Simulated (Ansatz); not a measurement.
**C₂H₈SiTe: small, medium and large basis sets**

Aim: see how fast density functionals converge with the basis set for C₂H₈SiTe.

Computed with Ansatz 0.2.0, Gaussian basis. Level: one geometry, several basis sets.

Levels to be run: PBE0-D4/def2-SVP; ωB97M-V/def2-SVP; PBE0-D4/def2-QZVPP; ωB97M-V/def2-QZVPP; the functionals' def2-TZVPP values are taken from earlier runs.

## (1) The relaxed structure

An earlier PBE0-D4 in a triple-zeta def2 set relaxation fixed the geometry. Te takes the def2 core potential; no spin-orbit term is included.

SMILES `CC[Te][SiH3]`, 12 atoms, charge 0, spin multiplicity 1.

Atoms are counted from 1 here; the program's logs count them from 0.

Bond lengths: C1–C2 1.514 Å, C1–H5 1.092 Å, C1–H6 1.094 Å, C1–H7 1.092 Å, C2–Te3 2.166 Å, C2–H8 1.089 Å, C2–H9 1.090 Å, Te3–Si4 2.482 Å, Si4–H10 1.485 Å, Si4–H11 1.487 Å, Si4–H12 1.487 Å. Angles: C2–C1–H5 111.6°, C2–C1–H6 110.2°, C2–C1–H7 111.6°, H5–C1–H6 107.7°, H5–C1–H7 107.9°, H6–C1–H7 107.7°, C1–C2–Te3 110.5°, C1–C2–H8 111.7°, C1–C2–H9 111.7°, Te3–C2–H8 106.8°, Te3–C2–H9 106.8°, H8–C2–H9 109.0°, C2–Te3–Si4 94.4°, Te3–Si4–H10 106.8°, Te3–Si4–H11 111.2°, Te3–Si4–H12 111.3°, H10–Si4–H11 109.7°, H10–Si4–H12 109.6° and more.

## (2) PBE0-D4 in def2-SVP

Input file in.yaml:

```yaml
crystal:
  periodic: [false, false, false]
  atoms:
    - {symbol: C, position_ang: [-0.235875, 2.118644, 0.759120]}
    - {symbol: C, position_ang: [-0.266407, 0.624370, 0.520461]}
    - {symbol: Te, position_ang: [0.846053, 0.119124, -1.268492]}
    - {symbol: Si, position_ang: [0.435626, -2.320248, -1.064440]}
    - {symbol: H, position_ang: [0.785058, 2.483062, 0.892858]}
    - {symbol: H, position_ang: [-0.799528, 2.368141, 1.663078]}
    - {symbol: H, position_ang: [-0.682630, 2.667704, -0.072756]}
    - {symbol: H, position_ang: [-1.282530, 0.259788, 0.373593]}
    - {symbol: H, position_ang: [0.192001, 0.075172, 1.342213]}
    - {symbol: H, position_ang: [1.116806, -2.967364, -2.213816]}
    - {symbol: H, position_ang: [0.986986, -2.854634, 0.209201]}
    - {symbol: H, position_ang: [-1.018560, -2.628858, -1.106921]}
basis:
  gaussian: {orbitals: def2-SVP}
hamiltonian: {xc: pbe0, dispersion: d4}
output: {orbitals: {seedname: orbitals}}
```

After this run come: ωB97M-V in def2-SVP; PBE0-D4 in def2-QZVPP; ωB97M-V in def2-QZVPP.

Before running them: what should the planned runs give, taken together? Wanted: PBE0-D4: double and triple zeta above quadruple; ωB97M-V: double and triple zeta above quadruple.

The runs gave:

| quantity | value |
| --- | --- |
| PBE0-D4: double and triple zeta above quadruple | 5.94, 0.45 eV |
| ωB97M-V: double and triple zeta above quadruple | 6.16, 0.43 eV |

In words: PBE0-D4 gains 5.49 eV from double to triple zeta, then 0.45 eV more. These are total energies; as a rule much of such shifts cancels in differences, which this series doesn't test. The LUMO of ωB97M-V is positive and keeps falling with the basis (1.39 to 0.85 eV): an unbound level that the basis holds in place.
